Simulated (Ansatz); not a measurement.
# Cu (Fm-3m): equation of state with a fit, by script

Where is the equilibrium volume of Cu (Fm-3m), and how stiff is it? Aim: an equation of state with a fit, for Cu (Fm-3m), run from a script.

All numbers are computed with Ansatz 0.2.0 through its Python package. Level of theory: DFT PBE, plane waves, PAW.

## 1. The system

The structure is cubic, space group Fm-3m (No. 225). Conventional cell: a = 3.615 Å, b = 3.615 Å, c = 3.615 Å, α = 90.00°, β = 90.00°, γ = 90.00°. Cu (site symmetry m-3m) is surrounded by 12 Cu at 2.56 Å.

No structure file is read: the coordinates are typed or built in the script.

## 2. The code

Contents of cu_eos.py:

```python
# -*- coding: utf-8 -*-
"""Equation of state of Cu."""

import warnings

import ansatz as az
import numpy as np
from scipy.optimize import curve_fit

vectors0 = np.array([
    [0.0, 1.8075, 1.8075],
    [1.8075, 0.0, 1.8075],
    [1.8075, 1.8075, 0.0],
])
sites = [
    ("Cu", (0.0, 0.0, 0.0)),
]


def make_crystal(cell):
    crystal = az.Crystal(lattice=az.Lattice.of(cell))
    for symbol, position in sites:
        crystal = crystal.atom(symbol, position)
    return crystal

def vinet(v, e0, v0, b0, b1):
    eta = (v / v0) ** (1 / 3)
    return e0 + 2 * b0 * v0 / (b1 - 1) ** 2 * (2 - (5 + 3 * b1 * (eta - 1) - 3 * eta) * np.exp(-1.5 * (b1 - 1) * (eta - 1)))

warnings.simplefilter("ignore", az.DeckWarning)

# scale the volume, keep shape and fractions
volumes, energies = [], []
for scale in np.linspace(0.94, 1.06, 7):
    cell = vectors0 * scale ** (1 / 3)
    base = (
        make_crystal(cell).calculation()
        .occupations(az.OccupationsMethod.FERMI_DIRAC)
        .basis(18 * az.Ha)
        .pseudopotentials("paw")
        .kpoints(13, 13, 13)  # sampling of the Brillouin zone
    )
    report = base.run(threads=1, backend="cpu").report
    volumes.append(abs(np.linalg.det(cell)) / len(sites))
    energies.append(report["free_energy_ev"] / len(sites))
    print(f"V = {volumes[-1]:8.4f} A^3/atom  F = {energies[-1]:.5f} eV/atom")

guess = (min(energies), volumes[int(np.argmin(energies))], 0.5, 4.5)
(e0, v0, b0, b1), _ = curve_fit(vinet, np.array(volumes), np.array(energies), p0=guess, maxfev=20000)
print(f"Vinet fit: V0 = {v0:.4f} A^3/atom, B0 = {160.21766 * b0:.1f} GPa, B1 = {b1:.2f}")
print("largest residual", round(1000 * float(np.abs(vinet(np.array(volumes), e0, v0, b0, b1) - energies).max()), 3), "meV/atom")
```

## 3. The run

On the command line:

```sh
> python cu_eos.py
```

**Question.** Where does the minimum lie against the volume typed, and how stiff is the crystal?

The runs gave:

| quantity | value |
| --- | --- |
| runs compared | 7 |
| range of energy | 29.98 meV/atom |
| lowest point, volume (Å³/atom) | 12.047 |
| equilibrium volume (fit) | 11.94 Å³/atom |
| bulk modulus (fit) | 141 GPa |

A third-order Birch-Murnaghan fit through the 7 points (the script's own form differs a little) has its minimum at 11.94 Å³ an atom, 1.1 % above the typed cell, with a bulk modulus of 141 GPa and dB/dP = 5.0. From that minimum the energy rises by 30.4 meV an atom on the compressed side and 11.1 meV on the expanded side. The run is spin-unpolarised. For a metal this k-point mesh is coarse: on a finer one energies can move by several to tens of meV an atom and pressures by half a GPa or more, differences at one mesh by less. No functional is typed, so the default, PBE, holds.
